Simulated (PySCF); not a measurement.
# [Ce(NH2)4]−: other functionals and bases at one geometry

Aim: see how levels, charges and forces of [Ce(NH2)4]− depend on the level of theory. The species was built from a template and needn't be a known compound.

Program: PySCF 2.14.0. Level of theory: several levels, as the steps say, no spin–orbit coupling. These are calculated values, not measurements.

1 further run of the same task is left out (for a known fault of the program).

## 1. The system as given

13 atoms, charge -1, spin multiplicity 1.

Bond lengths: Ce1–N2 2.370 Å, Ce1–N5 2.370 Å, Ce1–N8 2.370 Å, Ce1–N11 2.370 Å, N2–H3 1.021 Å, N2–H4 1.023 Å, N5–H6 1.023 Å, N5–H7 1.021 Å, N8–H9 1.023 Å, N8–H10 1.021 Å, N11–H12 1.021 Å, N11–H13 1.023 Å. Angles: N2–Ce1–N5 110.9°, N2–Ce1–N8 106.6°, N2–Ce1–N11 110.9°, N5–Ce1–N8 110.9°, N5–Ce1–N11 106.6°, N8–Ce1–N11 110.9°, Ce1–N2–H3 131.4°, Ce1–N2–H4 123.4°, H3–N2–H4 105.0°, Ce1–N5–H6 123.4°, Ce1–N5–H7 131.3°, H6–N5–H7 105.1°, Ce1–N8–H9 123.4°, Ce1–N8–H10 131.4°, H9–N8–H10 105.0°, Ce1–N11–H12 131.3°, Ce1–N11–H13 123.4°, H12–N11–H13 105.1°.

Coordinates:

```xyz
13
charge -1, multiplicity 1
Ce   -0.00008    0.00000    0.00000
N     1.41646    1.29396    1.39179
H     1.39282    1.47557    2.39616
H     2.27797    1.73620    1.06235
N    -1.41672   -1.39180    1.29390
H    -2.27836   -1.06262    1.73597
H    -1.39214   -2.39639    1.47594
N     1.41646   -1.29396   -1.39179
H     2.27797   -1.73620   -1.06235
H     1.39282   -1.47557   -2.39616
N    -1.41672    1.39180   -1.29390
H    -1.39214    2.39639   -1.47594
H    -2.27836    1.06262   -1.73597
```

Formal oxidation states: Ce +3. Each metal's 1 4f electrons lie in its core potential, so multiplicities, spins and levels count the valence alone. An earlier session relaxed this geometry at PBE0, Ce lcecp-1-SVP with ECP47, N def2-SVP, H def2-SVP (singlet, point group S4).

At PBE0 on the finer grid: E = -255.754887 Eh, HOMO -1.17 eV, LUMO 3.51 eV, Mulliken charge on Ce1 +0.73 e, largest force component 0.011 eV/Å. 

Levels to run: B3LYP; BP86; PBE0, TZVP. Hardware: 2 threads of Arm Neoverse V2, shared host.

## 2. B3LYP

Input file run.py (the lines that set the calculation):

```python
mol = gto.M(atom='''
Ce    -0.00008     0.00000     0.00000
N      1.41646     1.29396     1.39179
H      1.39282     1.47557     2.39616
H      2.27797     1.73620     1.06235
N     -1.41672    -1.39180     1.29390
H     -2.27836    -1.06262     1.73597
H     -1.39214    -2.39639     1.47594
N      1.41646    -1.29396    -1.39179
H      2.27797    -1.73620    -1.06235
H      1.39282    -1.47557    -2.39616
N     -1.41672     1.39180    -1.29390
H     -1.39214     2.39639    -1.47594
H     -2.27836     1.06262    -1.73597''',
    basis={'Ce': 'lcecp-1-SVP', 'N': 'def2-SVP', 'H': 'def2-SVP'},
    ecp={'Ce': 'lcecp-1-SVP'},
    charge=-1, spin=0)
mf = dft.RKS(mol, xc='B3LYP')
mf.grids.atom_grid = (75, 302)  # f atoms: unpruned, at least (60, 302)
mf = mf.density_fit()  # fitting sets: Ce AutoAux, N def2-universal-JKFIT, H def2-universal-JKFIT
mf.conv_tol = 1e-08; mf.max_cycle = 55
mf.kernel(dm0)  # dm0: the density of the relaxed state
```

Command:

```bash
> OMP_NUM_THREADS=2 python run.py
```

## 3. BP86

Changes to run.py (the lines that set the calculation) since step 2:

```diff
@@ -17,3 +17,3 @@
     charge=-1, spin=0)
-mf = dft.RKS(mol, xc='B3LYP')
+mf = dft.RKS(mol, xc='B88,P86')
 mf.grids.atom_grid = (75, 302)  # f atoms: unpruned, at least (60, 302)
```

## 4. PBE0, TZVP

Basis: Ce lcecp-1-TZVP with ECP47, N def2-TZVP, H def2-TZVP. 

Changes to run.py (the lines that set the calculation) since step 3:

```diff
@@ -14,6 +14,6 @@
 H     -2.27836     1.06262    -1.73597''',
-    basis={'Ce': 'lcecp-1-SVP', 'N': 'def2-SVP', 'H': 'def2-SVP'},
-    ecp={'Ce': 'lcecp-1-SVP'},
+    basis={'Ce': 'lcecp-1-TZVP', 'N': 'def2-TZVP', 'H': 'def2-TZVP'},
+    ecp={'Ce': 'lcecp-1-TZVP'},
     charge=-1, spin=0)
-mf = dft.RKS(mol, xc='B88,P86')
+mf = dft.RKS(mol, xc='PBE0')
 mf.grids.atom_grid = (75, 302)  # f atoms: unpruned, at least (60, 302)
@@ -21,2 +21,2 @@
 mf.conv_tol = 1e-08; mf.max_cycle = 55
-mf.kernel(dm0)  # dm0: the density of the relaxed state
+mf.kernel(dm0)  # dm0: free metal ions and neutral atoms
```

What does the calculation give? Wanted: for each run, HOMO; gap; charge on Ce1; dipole; largest force.

The runs gave:

| level | state | HOMO (eV) | gap (eV) | charge on Ce1 (e) | dipole (D) | largest force (eV/Å) | basis functions | time |
| --- | --- | --- | --- | --- | --- | --- | --- | --- |
| PBE0 (relaxed here) | singlet | -1.17 | 4.68 | 0.73 | 0.00 | 0.01 | 129 | 36 s |
| B3LYP | singlet | -0.93 | 4.20 | 0.65 | 0.00 | 0.12 | 129 | 9.9 s |
| BP86 | singlet | 0.06 | 2.97 | 0.47 | 0.00 | 0.46 | 129 | 9.9 s |
| PBE0, TZVP | singlet | -1.48 | 4.82 | 1.50 | 0.00 | 0.33 | 219 | 37 s |

Times are on 2 threads of Arm Neoverse V2, shared host; the first row also made further properties. The dipole of a charged species depends on the origin, so these sizes hold for this origin alone.

In one basis the HOMO–LUMO gap runs from 2.97 eV (BP86) to 4.68 eV (PBE0). The largest leftover force, 0.46 eV/Å with BP86, stands at a geometry relaxed at another level. The Mulliken charge on Ce spans +0.47 to +1.50 e over the levels. With 4f in the core, its levels are missing from HOMO and gap. Total energies of different levels can't be compared. Spin–orbit coupling is left out throughout.
